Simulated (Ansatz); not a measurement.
# Sb4: energies up the ladder

The task here is to estimate one member of a computed series from the others.

Computed with Ansatz 0.2.0 (the levels named in each step, unless a step's input says otherwise).

**Starting point**

Bond lengths: Sb1–Sb2 2.783 Å, Sb1–Sb3 2.783 Å, Sb2–Sb3 2.783 Å, Sb1–Sb4 2.783 Å, Sb2–Sb4 2.783 Å, Sb3–Sb4 2.783 Å. Angles: Sb1–Sb2–Sb3 60.0°, Sb1–Sb2–Sb4 60.0°, Sb3–Sb2–Sb4 60.0°, Sb2–Sb1–Sb3 60.0°, Sb2–Sb1–Sb4 60.0°, Sb3–Sb1–Sb4 60.0°, Sb1–Sb3–Sb2 60.0°, Sb1–Sb3–Sb4 60.0°, Sb2–Sb3–Sb4 60.0°, Sb1–Sb4–Sb2 60.0°, Sb1–Sb4–Sb3 60.0°, Sb2–Sb4–Sb3 60.0°.

As a file:

```xyz
4

Sb    1.6241   -0.1691   -0.4877
Sb   -0.9366   -1.2390   -0.7013
Sb   -0.0971   -0.1070    1.6980
Sb   -0.5905    1.5155   -0.5086
```

The first run:

input.yaml

```yaml
crystal:
  periodic: [false, false, false]
  atoms:
    - { symbol: Sb, position_ang: [1.62407, -0.16909, -0.48774] }
    - { symbol: Sb, position_ang: [-0.9366, -1.23896, -0.70132] }
    - { symbol: Sb, position_ang: [-0.09714, -0.10704, 1.698] }
    - { symbol: Sb, position_ang: [-0.59052, 1.51548, -0.50862] }
basis:
  gaussian: { orbitals: def2-SVP }
hamiltonian:
  xc: pbe
  dispersion: d4
relax:
  f_tol: 0.03
  max_steps: 200
```

On the command line:

```sh
$ ansatz run input.yaml --threads 4 --pin off --max-ram 10240MiB --backend cpu --events-out ev --progress --plain --runs-dir out
```

Steps of the session up to this table: A rough first relaxation, PBE-D4/def2-SVP; Relaxation, PBE0-D4/def2-TZVPP; Frequencies, PBE0-D4/def2-TZVPP; Single point, PBE-D4/def2-TZVPP; Single point, r2SCAN-D4/def2-TZVPP; Single point, B3LYP-D4/def2-TZVPP; Single point, wB97M-V/def2-TZVPP; Single point, B2PLYP/def2-TZVPP; Single point, LDA/def2-TZVPP; Single point, PBE0-D4/def2-SVP; Single point, PBE-D4/def2-SVP; The cation of multiplicity 2 at the same geometry, PBE0-D4/def2-TZVPP; The cation of multiplicity 2 at the same geometry, PBE-D4/def2-TZVPP; The cation of multiplicity 2 at the same geometry, r2SCAN-D4/def2-TZVPP; The cation of multiplicity 2 at the same geometry, B3LYP-D4/def2-TZVPP; The cation of multiplicity 2 at the same geometry, wB97M-V/def2-TZVPP; The cation of multiplicity 2 at the same geometry, B2PLYP/def2-TZVPP.

One of the session's tables, all rows but one given; the rest of the session is left out.

It belongs to the step «Vertical ionisation energy». 

```
               level  vertical ionisation energy (eV)  from B2PLYP/def2-TZVPP (eV)
   PBE-D4/def2-TZVPP                            7.781                       -0.100
r2SCAN-D4/def2-TZVPP                            7.887                       +0.005
 B3LYP-D4/def2-TZVPP                            7.867                       -0.014
  wB97M-V/def2-TZVPP                                ?                            ?
   B2PLYP/def2-TZVPP                            7.881                       +0.000
```

Estimate the missing values for wB97M-V/def2-TZVPP.

The run gave: vertical ionisation energy (eV): 7.890; from B2PLYP/def2-TZVPP (eV): +0.008. In the column «vertical ionisation energy (eV)» it is the highest.
